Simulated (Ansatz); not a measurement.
# SrTl: a single-point run

The task is a single-point run on SrTl. The structure is shown as the input types it.

Method: DFT, LDA, PAW with Ansatz's default frozen-core files, scalar-relativistic, in Ansatz 0.2.0.

1 further run of the same task is left out (it didn't finish).

## (1) Starting point

It takes space group Pm-3m (No. 221, cubic). Conventional cell: a = 2.994 Å, b = 2.994 Å, c = 2.994 Å, α = 90.00°, β = 90.00°, γ = 90.00°. Sr (site symmetry m-3m) is surrounded by 8 Tl at 2.59 Å. Around Tl (site symmetry m-3m) lie 8 Sr at 2.59 Å.

As a file:

```cif
data_structure
_symmetry_space_group_name_H-M 'Pm-3m'
_symmetry_Int_Tables_number 221
_cell_length_a 2.9935
_cell_length_b 2.9935
_cell_length_c 2.9935
_cell_angle_alpha 90.000
_cell_angle_beta 90.000
_cell_angle_gamma 90.000
_cell_volume 26.83
loop_
_atom_site_label
_atom_site_type_symbol
_atom_site_symmetry_multiplicity
_atom_site_Wyckoff_symbol
_atom_site_fract_x
_atom_site_fract_y
_atom_site_fract_z
_atom_site_occupancy
Sr1 Sr 1 a 0.00000 0.00000 0.00000 1
Tl1 Tl 1 b 0.50000 0.50000 0.50000 1
```

## (2) The calculation

input.yaml

```yaml
crystal:
  lattice:
    - [2.9935356779, 0.0, 0.0]
    - [0.0, 2.9935356779, 0.0]
    - [0.0, 0.0, 2.9935356779]
  atoms:
    - { symbol: Sr, position: [0.0, 0.0, 0.0] }
    - { symbol: Tl, position: [0.5, 0.5, 0.5] }
kpoints:
  mp_grid: { grid: [9, 8, 10] }
  band_path:
    path:
      - [0.0, 0.0, 0.0]
      - [0.0, 0.5, 0.0]
      - [0.5, 0.5, 0.0]
      - [0.0, 0.0, 0.0]
      - [0.5, 0.5, 0.5]
      - [0.0, 0.5, 0.0]
      - [0.5, 0.5, 0.5]
      - [0.5, 0.5, 0.0]
    npoints: 6
scf:
  occupations: { method: fermi_dirac, width: 0.05 }
  max_iter: 80
hamiltonian:
  xc: lda
  pseudopotentials: { kind: paw }
output:
  forces: true
  stress: true
  eigenvalues: true
  efg: { contact_densities: true }
  populations: true
```

Run with:

```console
$ ansatz run input.yaml --threads 1 --pin off --max-ram 2048MiB --backend cpu --events-out ev --progress --plain --runs-dir out
```

Q: Will this input give a usable result? If not, why, and what should change?

The program finished normally, with warnings (gradients without spin orbit, symmetry narrowed by mesh). It gives a pressure of 189 GPa, which is large; a structure far from rest gives such values too, whatever the setting.

In the input, kpoints.mp_grid.grid is [9, 8, 10]. The mesh has lower symmetry than the crystal, so equivalent directions are sampled differently.

Run again and compare: set kpoints.mp_grid.grid to [9, 9, 9].
